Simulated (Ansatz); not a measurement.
**CH4ClIn: basis-set convergence**

Aim: see how fast density functionals converge with the basis set for CH4ClIn.

The runs use Ansatz 0.2.0, Gaussian basis; one geometry, several basis sets.

Plan: PBE0-D4/def2-SVP; ωB97M-V/def2-SVP; PBE0-D4/def2-QZVPP; ωB97M-V/def2-QZVPP; the functionals' def2-TZVPP values are taken from earlier runs.

### 1 Structure used throughout

The geometry comes from an earlier relaxation with PBE0-D4 in a triple-zeta def2 set; it is a stationary point, not always the lowest conformer. In takes the def2 core potential; no spin-orbit term is included.

SMILES `[CH3][InH][Cl]`, 7 atoms, charge 0, spin multiplicity 1.

Atoms are counted from 1 here; the program's logs count them from 0.

Bond lengths: C1–In2 2.131 Å, C1–H4 1.089 Å, C1–H5 1.091 Å, C1–H6 1.091 Å, In2–Cl3 2.357 Å, In2–H7 1.708 Å. Angles: In2–C1–H4 111.9°, In2–C1–H5 108.7°, In2–C1–H6 108.6°, H4–C1–H5 109.8°, H4–C1–H6 109.5°, H5–C1–H6 108.2°, C1–In2–Cl3 111.0°, C1–In2–H7 137.6°, Cl3–In2–H7 111.5°.

### 2 PBE0-D4 in def2-SVP

Input file in.yaml:

```yaml
crystal:
  periodic: [false, false, false]
  atoms:
    - {symbol: C, position_ang: [-0.941204, 0.402125, -0.305110]}
    - {symbol: In, position_ang: [1.049408, -0.280442, 0.032652]}
    - {symbol: Cl, position_ang: [1.201389, -1.465058, 2.064746]}
    - {symbol: H, position_ang: [-1.057145, 0.846463, -1.292679]}
    - {symbol: H, position_ang: [-1.622888, -0.442182, -0.197110]}
    - {symbol: H, position_ang: [-1.190173, 1.141647, 0.457575]}
    - {symbol: H, position_ang: [2.560613, -0.202544, -0.760073]}
basis:
  gaussian: {orbitals: def2-SVP}
hamiltonian: {xc: pbe0, dispersion: d4}
output: {orbitals: {seedname: orbitals}}
```

Started as:

```sh
> ansatz run in.yaml --threads 2 --pin off --events-out ev --progress --plain --max-ram 32768MiB --backend cpu
```

The runs that follow: ωB97M-V in def2-SVP; PBE0-D4 in def2-QZVPP; ωB97M-V in def2-QZVPP.

Q: Predict the results of all the runs planned. Wanted: PBE0-D4: double and triple zeta above quadruple; ωB97M-V: double and triple zeta above quadruple.

**Answer**, as computed:

| quantity | value |
| --- | --- |
| PBE0-D4: double and triple zeta above quadruple | 6.32, 0.49 eV |
| ωB97M-V: double and triple zeta above quadruple | 6.38, 0.47 eV |

In words: PBE0-D4 gains 5.84 eV from double to triple zeta, then 0.49 eV more. Total energies overstate the basis error of differences, where much of it tends to cancel.
